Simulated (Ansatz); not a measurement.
# WSe2: band gap under strain

Aim: follow the gap of WSe2 (2H-MoS2 type) through these states: +2.0 % biaxial strain in x and y, free along z; +3.0 % biaxial strain in x and y, free along z; +4.0 % biaxial strain in x and y, free along z. The table at the end shows which levels were run.

The runs shown are made with Ansatz 0.2.0. PAW datasets, plane waves. Calculated at 0 K for a non-magnetic cell.

## Step 1: The system as given

The unstrained cell was relaxed with r2SCAN+rVV10; in each strained cell the atoms were relaxed again with r2SCAN+rVV10. Names of k-points are those of the unstrained zone, where strain can split equivalent points. First state: +2.0 % biaxial strain in x and y, free along z.

The symmetry is P6_3/mmc (No. 194, hexagonal); conventional cell a = 3.366 Å, c = 13.038 Å, 21.32 Å³ an atom. Near W stand 6 Se at 2.54 Å; near Se stand 3 W at 2.54 Å.

Structure file:

```
CELL_PARAMETERS angstrom
3.36566 0.00000 0.00000
-1.68283 2.91475 0.00000
0.00000 0.00000 13.03813
ATOMIC_POSITIONS crystal
W 0.33333 0.66667 0.25000
W 0.66667 0.33333 0.75000
Se 0.66667 0.33333 0.37597
Se 0.66667 0.33333 0.12403
Se 0.33333 0.66667 0.87597
Se 0.33333 0.66667 0.62403
```

From earlier runs on the unstrained cell: PBE 1.02 eV, r2SCAN 1.26 eV, HSE06 1.50 eV, r2SCAN+SOC 1.07 eV; a = 3.300 Å, c = 13.149 Å.

## Step 2: +2.0 % biaxial strain in x and y, free along z: PBE

input.yaml

```yaml
crystal:
  lattice:
    - [3.3656607951, 0.0, 0.0]
    - [-1.6828303975, 2.9147477491, 0.0]
    - [0.0, 0.0, 13.0381288923]
  atoms:
    - { symbol: W, position: [0.3333333333, 0.6666666667, 0.25] }
    - { symbol: W, position: [0.6666666667, 0.3333333333, 0.75] }
    - { symbol: Se, position: [0.6666666667, 0.3333333333, 0.3759674205] }
    - { symbol: Se, position: [0.6666666667, 0.3333333333, 0.1240325795] }
    - { symbol: Se, position: [0.3333333333, 0.6666666667, 0.8759674205] }
    - { symbol: Se, position: [0.3333333333, 0.6666666667, 0.6240325795] }
kpoints:
  mp_grid: { grid: [12, 12, 2] }
  band_path:
    path:
      - [0.0, 0.0, 0.0]
      - [0.5, 0.0, 0.0]
      - [0.3333333333, 0.3333333333, 0.0]
      - [0.0, 0.0, 0.5]
      - [0.5, 0.0, 0.5]
      - [0.3333333333, 0.3333333333, 0.5]
    npoints: 1
hamiltonian:
  xc: pbe
scf:
  occupations: { method: fermi_dirac, width: 0.02 }
  n_extra_bands: 5
output:
  forces: true
  stress: true
  eigenvalues: true
```

Command:

```bash
ansatz run input.yaml --threads 2 --pin off --max-ram 29491MiB --backend cpu --events-out ev --progress --plain --runs-dir out
```

Further steps of the session: +2.0 % biaxial strain in x and y, free along z: r2SCAN; +2.0 % biaxial strain in x and y, free along z: HSE06; +2.0 % biaxial strain in x and y, free along z: r2SCAN+SOC; +2.0 % biaxial strain in x and y, free along z: r2SCAN; +3.0 % biaxial strain in x and y, free along z: PBE; +3.0 % biaxial strain in x and y, free along z: r2SCAN; +3.0 % biaxial strain in x and y, free along z: HSE06; +3.0 % biaxial strain in x and y, free along z: r2SCAN+SOC; +3.0 % biaxial strain in x and y, free along z: r2SCAN; +4.0 % biaxial strain in x and y, free along z: PBE; +4.0 % biaxial strain in x and y, free along z: r2SCAN; +4.0 % biaxial strain in x and y, free along z: HSE06; +4.0 % biaxial strain in x and y, free along z: r2SCAN+SOC; +4.0 % biaxial strain in x and y, free along z: r2SCAN.

Before running it: what results should come out?

As calculated:

Least gap in eV (negative: overlap), with the change from the unstrained cell in brackets:

```
                                         state  volume change (%)           PBE        r2SCAN         HSE06
+2.0 % biaxial strain in x and y, free along z               +3.2  0.90 (-0.12)  0.97 (-0.29)  1.30 (-0.20)
+3.0 % biaxial strain in x and y, free along z               +4.8  0.73 (-0.29)  0.79 (-0.47)  1.11 (-0.39)
+4.0 % biaxial strain in x and y, free along z               +6.4  0.57 (-0.45)  0.63 (-0.63)  0.94 (-0.56)
```

In words: The largest move of the HSE06 gap in the table is -0.563 eV, under +4.0 % biaxial strain in x and y, free along z. PBE and HSE06 differ by 0.48 eV on the unstrained gap, and by at most 0.11 eV on its change: the two disagree on the size of the gap but agree on its response to strain. Spin-orbit coupling is left out of the table, though the cell holds W (Z = 74); in an element this heavy it can shift bands and gaps by tenths of an eV.
